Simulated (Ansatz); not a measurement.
# AlBH7NSi: how energies converge with the basis set

How large a basis does AlBH7NSi need? Two functionals are run in growing sets.

Computed with Ansatz 0.2.0, Gaussian basis. Level: one geometry, several basis sets.

Levels to be run: PBE0-D4/def2-SVP; ωB97M-V/def2-SVP; PBE0-D4/def2-QZVPP; ωB97M-V/def2-QZVPP; the functionals' def2-TZVPP values are taken from earlier runs.

## Step 1: The geometry

All runs share one geometry, relaxed beforehand with PBE0-D4 in a triple-zeta def2 set.

11 atoms, charge 0, spin multiplicity 1.

Atoms are counted from 1 here; the program's logs count them from 0.

Bond lengths: B1–Si2 1.859 Å, B1–Al3 2.222 Å, B1–H5 1.195 Å, B1–H6 1.220 Å, Si2–Al3 2.704 Å, Si2–H7 1.487 Å, Si2–H8 1.484 Å, Al3–N4 1.766 Å, Al3–H9 1.582 Å, N4–H10 1.007 Å, N4–H11 1.008 Å. Angles: Si2–B1–Al3 82.5°, Si2–B1–H5 121.0°, Si2–B1–H6 119.6°, Al3–B1–H5 106.7°, Al3–B1–H6 73.4°, H5–B1–H6 118.8°, B1–Si2–Al3 54.6°, B1–Si2–H7 125.1°, B1–Si2–H8 123.9°, Al3–Si2–H7 94.9°, Al3–Si2–H8 118.9°, H7–Si2–H8 110.5°, B1–Al3–Si2 43.0°, B1–Al3–N4 113.7°, B1–Al3–H9 123.4°, Si2–Al3–N4 127.4°, Si2–Al3–H9 109.5°, N4–Al3–H9 118.8° and more.

Geometry (Å):

```xyz
11
charge 0, multiplicity 1
B    -0.81137    1.23837   -0.08477
Si    0.90150    1.63252   -0.69014
Al    0.19579   -0.58725    0.68242
N    -0.46471   -2.08845    0.02845
H    -1.66108    0.87010   -0.84028
H    -1.03246    1.19547    1.11429
H     2.06366    1.95473    0.17965
H     1.33241    1.49558   -2.10352
H     0.98637   -0.63444    2.05245
H    -0.99451   -2.15840   -0.82513
H    -0.45021   -2.97513    0.50698
```

## Step 2: PBE0-D4 in def2-SVP

Input file in.yaml:

```yaml
crystal:
  periodic: [false, false, false]
  atoms:
    - {symbol: B, position_ang: [-0.811368, 1.238369, -0.084766]}
    - {symbol: Si, position_ang: [0.901497, 1.632522, -0.690144]}
    - {symbol: Al, position_ang: [0.195795, -0.587252, 0.682424]}
    - {symbol: N, position_ang: [-0.464706, -2.088449, 0.028447]}
    - {symbol: H, position_ang: [-1.661085, 0.870100, -0.840280]}
    - {symbol: H, position_ang: [-1.032458, 1.195469, 1.114288]}
    - {symbol: H, position_ang: [2.063660, 1.954731, 0.179646]}
    - {symbol: H, position_ang: [1.332415, 1.495576, -2.103521]}
    - {symbol: H, position_ang: [0.986372, -0.634438, 2.052449]}
    - {symbol: H, position_ang: [-0.994510, -2.158400, -0.825127]}
    - {symbol: H, position_ang: [-0.450213, -2.975129, 0.506984]}
basis:
  gaussian: {orbitals: def2-SVP}
hamiltonian: {xc: pbe0, dispersion: d4}
output: {orbitals: {seedname: orbitals}}
```

Run with:

```sh
$ ansatz run in.yaml --threads 2 --pin off --events-out ev --progress --plain --max-ram 4352MiB
```

After this run come: ωB97M-V in def2-SVP; PBE0-D4 in def2-QZVPP; ωB97M-V in def2-QZVPP.

Before running them: what should the planned runs give, taken together? Wanted: PBE0-D4: double and triple zeta above quadruple; ωB97M-V: double and triple zeta above quadruple.

**Answer**, as computed:

| quantity | value |
| --- | --- |
| PBE0-D4: double and triple zeta above quadruple | 8.34, 0.62 eV |
| ωB97M-V: double and triple zeta above quadruple | 8.48, 0.59 eV |

What this shows: PBE0-D4 gains 7.72 eV from double to triple zeta, then 0.62 eV more. These are total energies; as a rule much of such shifts cancels in differences, which this series doesn't test.
